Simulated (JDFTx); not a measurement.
Crystal: Tc.

```xyz
4
Lattice="2.7394 0.0000 0.0000 -1.3697 2.3724 0.0000 0.0000 0.0000 8.7697" Properties=species:S:1:pos:R:3 pbc="T T T"
Tc    1.3697    0.7908    6.5773
Tc    0.0000    0.0000    4.3848
Tc    0.0000    1.5816    2.1924
Tc    0.0000    0.0000    0.0000
```

* Program: JDFTx 1.7.0 (patched build)
* Task: relaxation of cell and atoms
* Functional: RPBE
* Potentials or basis: PseudoDojo-SR-PBE-0.5-standard with smoothed tails
* Cutoff: 1143 eV
* Density cutoff: 9143 eV
* k mesh: 6 × 6 × 2
* Occupations: fermi-dirac, width 0.05 eV
* Spin: no spin polarisation

At the start: pressure 9.1 GPa; volume 14.25 Å³/atom.

Task: Where does the relaxation end?

Result: Over 9 steps the energy falls by 13.0 meV/atom and the volume is 14.68 Å³/atom (+3.0 %); space group P6_3/mmc (No. 194, to 0.05 Å).

Step by step:
```
step  energy change (eV)  largest force (eV/Å)  pressure (GPa)  volume (Å³)
   1              0.0000                0.0000            9.12        56.99
   2             -0.0196                0.0000            6.95        57.38
   3             -0.0490                0.0000            0.35        58.64
   4             -0.0500                0.0000            0.01        58.71
   5             -0.0511                0.0000            0.00        58.71
   6             -0.0516                0.0000            0.07        58.69
   7             -0.0518                0.0000           -0.16        58.74
   8             -0.0518                0.0000            0.01        58.70
   9             -0.0518                0.0000            0.00        58.70
```

Final structure:
```
Tc
1.0
     2.75460    0.00000    0.00000
    -1.37730    2.38555    0.00000
     0.00000    0.00000    8.93341
Tc
4
Direct
  0.66667 0.33333 0.75000
  0.00000 0.00000 0.50000
  0.33333 0.66667 0.25000
  0.00000 0.00000 0.00000
```

Caveat: the k mesh is coarse (spacing up to 0.44 Å⁻¹), so the values aren't converged; the potentials were made for another functional, which shifts forces and pressure.
